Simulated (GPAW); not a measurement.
Write an ASE script for GPAW 26.7.0 that does the following.

| Item | Value |
| --- | --- |
| Task | relaxation of cell and atoms |
| Functional | PBEsol |
| Potentials or basis | PAW data sets generated in the run's folder for this functional |
| Cutoff | 600 eV |
| Basis | pw |
| k mesh | 9 × 9 × 9 |
| Occupations | fermi-dirac, width 0.05 eV |
| Spin | no spin polarisation |
| Target pressure | 30 GPa |
| Maxiter | 150 |
| Optimizer | BFGS |
| Fmax | 0.02 eV/Å |
| Max steps | 60 |
| Target pressure | 30 GPa |
| Convergence | density=1e-05 forces=0.0001 |

The structure of WS lies in POSCAR:

```
WS
1.0
    3.0078900000      0.0000000000      0.0000000000
    0.0000000000      3.0078900000      0.0000000000
    0.0000000000      0.0000000000      3.0078900000
W S
1 1
Direct
    0.5000000000      0.5000000000      0.5000000000
    0.0000000000      0.0000000000      0.0000000000
```

The cell was built by a generator and needn't be a form met in nature.

One way to write it, as run:

run.py

```python
from ase.filters import FrechetCellFilter
from ase.io import read, write
from ase.optimize import BFGS
from ase.units import GPa
from gpaw import GPAW, PW, setup_paths

setup_paths.insert(0, '.')

atoms = read('POSCAR')

calc = GPAW(mode=PW(600),
            xc='PBEsol',
            kpts={'size': (9, 9, 9), 'gamma': True},
            occupations={'name': 'fermi-dirac', 'width': 0.05},
            nbands=20,
            convergence={'density': 1e-05, 'forces': 0.0001},
            maxiter=150,
            txt='gpaw.txt')
atoms.calc = calc
opt = BFGS(FrechetCellFilter(atoms, scalar_pressure=30 * GPa), trajectory='relax.traj', logfile='-')
done = opt.run(fmax=0.02, steps=60)
calc.write('gs.gpw')
write('result.traj', atoms)
print('Converged:', done)
print('Cell:', atoms.cell.cellpar().round(4))
print('Volume:', round(atoms.get_volume(), 4))
print(atoms.get_scaled_positions().round(5))
```

Potentials or basis: PAW data sets generated in the run's folder for this functional, pw.

Command:

```sh
$ gpaw-setup -f PBEsol S W
$ OMP_NUM_THREADS=1 python run.py
```

Results of the run:

```yaml
Relaxed_volume: 12.05 Å³/atom
Relaxed_cell: a = 2.889 Å, b = 2.889 Å, c = 2.889 Å, α = 90.00°, β = 90.00°, γ = 90.00°
Space_group_after_relaxing_to_0.05_Å: Pm-3m (No. 221)
Energy_change_on_relaxing_the_enthalpy_is_what_falls: +87.9 meV/atom
Ionic_steps: 4
Pressure_after_relaxing: 29.8 GPa
Band_gap_on_the_k_mesh: none (metal or under the smearing width)
```

Caveat: later steps reuse the first step's grids.

Run time: 55 s on 1 thread of Arm Neoverse V1 (shared host), peak memory 0.18 GiB.
